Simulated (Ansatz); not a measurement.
# C2H6BFS: a ladder of functionals and wavefunction methods

An exercise on one series of results from a longer session: the logs are not shown, and one member is left open.

Program: Ansatz 0.2.0, Gaussian basis. Level of theory: functionals in def2-TZVPP, the program's frozen cores in correlated methods. These are calculated values, not measurements.

Plan: PBE-D4, r2SCAN-D4, PBE0-D4, B3LYP-D4, ωB97X-V, ωB97M-V, B2PLYP; CCSD(T)/def2-TZVPP; MP2/def2-QZVPP; extrapolation to the limit.

## The geometry

The geometry comes from an earlier relaxation with PBE0-D4 in a triple-zeta def2 set; it is a stationary point, not always the lowest conformer.

SMILES `CBSCF`, 11 atoms, charge 0, spin multiplicity 1.

Atoms are counted from 1 here; the program's logs count them from 0.

Bond lengths: C1–B2 1.557 Å, C1–H6 1.096 Å, C1–H7 1.091 Å, C1–H8 1.097 Å, B2–S3 1.779 Å, B2–H9 1.197 Å, S3–C4 1.804 Å, C4–F5 1.371 Å, C4–H10 1.092 Å, C4–H11 1.090 Å. Angles: B2–C1–H6 109.9°, B2–C1–H7 115.2°, B2–C1–H8 109.0°, H6–C1–H7 108.6°, H6–C1–H8 105.3°, H7–C1–H8 108.3°, C1–B2–S3 120.3°, C1–B2–H9 122.1°, S3–B2–H9 117.5°, B2–S3–C4 103.2°, S3–C4–F5 111.3°, S3–C4–H10 108.0°, S3–C4–H11 109.4°, F5–C4–H10 108.3°, F5–C4–H11 108.8°, H10–C4–H11 111.1°.

As a file:

```xyz
11

C    -1.6926   -0.5903    1.1132
B    -0.4829    0.0903    0.4086
S     0.4360   -0.7812   -0.8403
C     1.7326    0.3898   -1.2896
F     2.8629    0.1940   -0.5383
H    -2.5870    0.0333    1.0048
H    -1.9258   -1.5979    0.7652
H    -1.4994   -0.6350    2.1917
H    -0.1385    1.2068    0.6709
H     1.9862    0.2269   -2.3388
H     1.3738    1.4064   -1.1267
```

Set-up of the first run:

Contents of in.yaml:

```yaml
crystal:
  periodic: [false, false, false]
  atoms:
    - {symbol: C, position_ang: [-1.692639, -0.590319, 1.113159]}
    - {symbol: B, position_ang: [-0.482877, 0.090290, 0.408622]}
    - {symbol: S, position_ang: [0.436022, -0.781207, -0.840341]}
    - {symbol: C, position_ang: [1.732648, 0.389828, -1.289614]}
    - {symbol: F, position_ang: [2.862947, 0.193972, -0.538332]}
    - {symbol: H, position_ang: [-2.586972, 0.033350, 1.004790]}
    - {symbol: H, position_ang: [-1.925797, -1.597946, 0.765171]}
    - {symbol: H, position_ang: [-1.499448, -0.635040, 2.191701]}
    - {symbol: H, position_ang: [-0.138542, 1.206786, 0.670861]}
    - {symbol: H, position_ang: [1.986203, 0.226887, -2.338772]}
    - {symbol: H, position_ang: [1.373756, 1.406399, -1.126746]}
basis:
  gaussian: {orbitals: def2-TZVPP}
hamiltonian: {xc: pbe, dispersion: d4}
output: {forces: true, orbitals: {seedname: orbitals}}
```

Run with:

```console
ansatz run in.yaml --threads 4 --pin off --events-out ev --progress --plain --max-ram 10444MiB
```

Steps of the session up to this table: PBE-D4 (GGA); r2SCAN-D4 (meta-GGA); PBE0-D4 (hybrid); B3LYP-D4 (hybrid); ωB97X-V (range-separated); ωB97M-V (range-separated); B2PLYP (double hybrid); CCSD(T) in def2-TZVPP; MP2 in def2-QZVPP.

One table of the session follows, with a row left open; its other results are not shown here.

It belongs to the step «Atomisation energies». 

```
            method  atomisation energy (kcal/mol)
            PBE-D4                         1005.7
         r2SCAN-D4                          989.0
           PBE0-D4                          989.0
          B3LYP-D4                          982.6
           ωB97X-V                              ?
           ωB97M-V                          986.9
            B2PLYP                          972.3
     HF/def2-TZVPP                          732.6
    MP2/def2-TZVPP                          972.6
   CCSD/def2-TZVPP                          941.7
CCSD(T)/def2-TZVPP                          955.9
           MP2/CBS                          995.7
       CCSD(T)/CBS                          979.0
```

Estimate the missing values for ωB97X-V.

As computed: atomisation energy (kcal/mol): 984.8. In the column «atomisation energy (kcal/mol)» it lies between B3LYP-D4 (982.6) and ωB97M-V (986.9).
